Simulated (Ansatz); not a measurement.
# Cu (P6_3/mmc): relaxation of cell and ions

What cell does Cu (P6_3/mmc) relax to? Aim: a relaxation of cell and ions, for Cu (P6_3/mmc), run from a script.

This is Cu in the hcp structure; at room conditions it is fcc.

All numbers are computed with the Python package of Ansatz 0.2.0. Level of theory: DFT PBEsol, plane waves, PAW.

## Step 1: Starting point

The structure is hexagonal, space group P6_3/mmc (No. 194). The conventional cell has a = 2.534 Å, b = 2.534 Å, c = 4.113 Å, α = 90.00°, β = 90.00°, γ = 120.00°. Cu (site symmetry -6m2) has 12 Cu at 2.52 to 2.53 Å as nearest neighbours.

cu.cif, read by the script:

```cif
data_Cu
_cell_length_a 2.534097
_cell_length_b 2.534097
_cell_length_c 4.112571
_cell_angle_alpha 90.00000
_cell_angle_beta 90.00000
_cell_angle_gamma 120.00000
_symmetry_space_group_name_H-M 'P 1'
_symmetry_Int_Tables_number 1
loop_
_symmetry_equiv_pos_as_xyz
'x, y, z'
loop_
_atom_site_label
_atom_site_type_symbol
_atom_site_fract_x
_atom_site_fract_y
_atom_site_fract_z
Cu1 Cu    0.333333    0.666667    0.250000
Cu2 Cu    0.666667    0.333333    0.750000
```

## Step 2: The script

Input file run_vcrelax.py:

```python
"""Variable-cell relaxation of Cu."""

import ansatz as az
from ase.io import read
import matplotlib.pyplot as plt
import numpy as np

def edges_and_angles(cell):
    cell = np.asarray(cell)
    a, b, c = np.linalg.norm(cell, axis=1)
    cosines = cell[1] @ cell[2] / (b * c), cell[0] @ cell[2] / (a * c), cell[0] @ cell[1] / (a * b)
    return (a, b, c, *np.degrees(np.arccos(cosines)))


def main() -> None:
    atoms = read("cu.cif")
    crystal = az.Crystal.from_ase(atoms)

    # every cell quantity that the symmetry leaves free
    setup = (
        crystal.calculation()
        .functional(az.Functional.PBESOL)
        .basis(39 * az.Ry)
        .kpoints(length=17)
        .occupations("fermi_dirac", width=0.2)
        .initial_density(normalization="cell")
        .scf(max_iterations=100, extra_bands=6)
        .relax(max_steps=60, cell=True)
        .density_of_states(energy_step=0.1, projected=True)
        .band_table()
    )
    steps = []


    def follow(event):
        if event["event"] != "relax_step":
            return
        row = event["data"]
        steps.append(row)
        print(f"step {row['step']:3d}  E = {row['lagrangian_ev']:.5f} eV  largest force component = {row['allowed_force_max_ev_ang']:.4f} eV/A  P = {row['pressure_gpa']:.3f} GPa")


    outcome = setup.session().plan(threads=1).execute(on_event=follow)
    data = outcome.report

    first, last = steps[0], steps[-1]
    symbols = [site.symbol for site in outcome.lattice.sites]
    print(f"energy gained {first['lagrangian_ev'] - last['lagrangian_ev']:.4f} eV in {len(steps) - 1} steps")
    for label, vectors in (("before", first["cell_ang"]), ("after", outcome.lattice.cell_ang)):
        print(label, "a b c (A) {:.4f} {:.4f} {:.4f}  angles {:.2f} {:.2f} {:.2f}".format(*edges_and_angles(vectors)), f" V = {abs(np.linalg.det(vectors)):.3f} A^3")
    print("final stress xx yy zz (GPa, compression positive):", np.round(np.diag(data["stress_gpa"]), 3) + 0.0)

    change = np.array(last["positions_ang"]) @ np.linalg.inv(last["cell_ang"]) - np.array(first["positions_ang"]) @ np.linalg.inv(first["cell_ang"])
    moved = np.linalg.norm(change @ np.array(last["cell_ang"]), axis=1)
    print("displacement within the cell, strain taken out (A):", " ".join(f"{s}:{d:.3f}" for s, d in zip(symbols, moved)))

    print("atom   start x y z (A)              end x y z (A)")
    for symbol, a, b in zip(symbols, first["positions_ang"], last["positions_ang"]):
        print(f"{symbol:3s}", " ".join(f"{v:8.4f}" for v in a), "  ", " ".join(f"{v:8.4f}" for v in b))

    fig, (top, bottom) = plt.subplots(2, 1, sharex=True, figsize=(4.5, 4))
    top.plot([s["lagrangian_ev"] - last["lagrangian_ev"] for s in steps], "o-")
    top.set_ylabel("E - E(final) (eV)")
    bottom.semilogy([max(s["allowed_force_max_ev_ang"], 1e-6) for s in steps], "s-")
    bottom.set(xlabel="step", ylabel="largest force (eV/A)")
    fig.tight_layout()
    fig.savefig("relax.png", dpi=100)

    for key in ("converged", "n_iterations", "n_electrons", "n_kpoints", "n_pw", "n_symmetry_ops", "free_energy_ev", "fermi_energy_ev"):
        print(f"{key:18s} {data[key]}")

    # d-band centre and width over a window about the Fermi level
    dos = outcome.density_of_states()
    energy = np.asarray(dos.energies_ev) - dos.fermi_ev
    window = (energy > -12) & (energy < 3)
    for index, site in enumerate(outcome.projected_density_of_states().sites):
        for shell in site.shells:
            if shell.l == 2:
                g = sum(np.sum(part.g_bin_mean_per_ev, axis=0) for part in shell.curves)[window]
                if g.sum() > 1e-6:
                    centre = (g * energy[window]).sum() / g.sum()
                    width = np.sqrt((g * (energy[window] - centre) ** 2).sum() / g.sum())
                    print(f"site {index} {site.species} {shell.label}: centre {centre:.3f} eV, rms width {width:.3f} eV")

    edges = data.get("band_edges_ev")
    if edges:
        print(f"band edges on the mesh: {edges[0]:.3f} and {edges[1]:.3f} eV, gap {edges[1] - edges[0]:.3f} eV")
    else:
        print("no band edges reported (a metal, or a gap too narrow for this smearing); Fermi level", round(data["fermi_energy_ev"], 3), "eV")


if __name__ == "__main__":
    main()
```

## Step 3: The run

Started as:

```console
> python run_vcrelax.py
```

Without the output at hand: what should come out? Wanted: free energy; moves of the relaxation; energy gained; last largest force component; relaxed conventional cell; space group at the end.

**Answer**, as computed:

```
                                         quantity                                                                       value
                                      free energy                                         -13177.5620 eV (-6588.7810 eV/atom)
                          moves of the relaxation                                                                           2
energy gained (ahead of the last change of basis)                                                                0.3 meV/atom
                     last largest force component                                                                 0.0000 eV/Å
                        relaxed conventional cell  a = 2.527 Å, b = 2.527 Å, c = 4.106 Å, α = 90.00°, β = 90.00°, γ = 120.00°
                           space group at the end                                                                    P6_3/mmc
```

**Reading.** Over 2 moves the cell shrank by 0.7 % in volume, and the space group stayed P6_3/mmc. Reading the output:
- No spin polarisation was allowed.
- Forces vanish by symmetry, so the ions can't move, and the end may be a saddle.
- For a metal this k-point mesh is coarse: on a finer one energies can move by several to tens of meV an atom and pressures by half a GPa or more, differences at one mesh by less.
- The zero of the levels is a convention of the potentials, so an absolute Fermi energy is no work function.
- Projections exist only for the shells that the potentials hold, some of them semicore, and samples at single energies can miss narrow peaks.
- Energies along a relaxation are free energies. Rows at an unchanged volume are solved on a plane-wave basis chosen afresh for that cell, so the energy jumps there and such rows are no steps of the walk.
- The smearing is wide enough that free energy and stress hold a thermal part of the electrons.
- This isn't the structure that Cu takes at ambient conditions.
- The density of states is complete only as far up as bands were computed.
- A band centre counts only the states inside the window taken.
